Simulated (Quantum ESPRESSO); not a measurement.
Runs of Quantum ESPRESSO 7.5 on V. Symmetry: Fmmm, No. 69, orthorhombic system. The conventional cell has a = 2.959 Å, b = 4.163 Å, c = 4.205 Å, α = 90.00°, β = 90.00°, γ = 90.00°. Around V (site symmetry mmm) lie 8 V at 2.55 to 2.57 Å. The cell was built by a generator and needn't be a form met in nature.

```tsv
level	potentials or basis	cell	gap on the mesh (eV)	pressure (GPa)
PBEsol	GBRV 1.5 PBEsol	Fmmm, 12.95 Å³/atom	none	(b)
PBE	GBRV 1.5 PBE	I4/mmm, 13.59 Å³/atom	none	-2.0
PBE	GBRV 1.5 PBE	I4/mmm, 13.32 Å³/atom	none	1.6
PBEsol	GBRV 1.5 PBEsol	I4/mmm, 13.08 Å³/atom	none	(a)
PBEsol	GBRV 1.5 PBEsol	I4/mmm, 12.82 Å³/atom	none	1.8
```

Alike in all rows: task single point; no spin polarisation; k mesh 32 × 32 × 32; cutoff (eV) 762; smearing methfessel-paxton 0.2 eV.

**Question.** Fill in the values left out.

**Answer.** (a) -2.2; (b) -0.3.

A gap of «none» marks a metal or a gap under the smearing width.
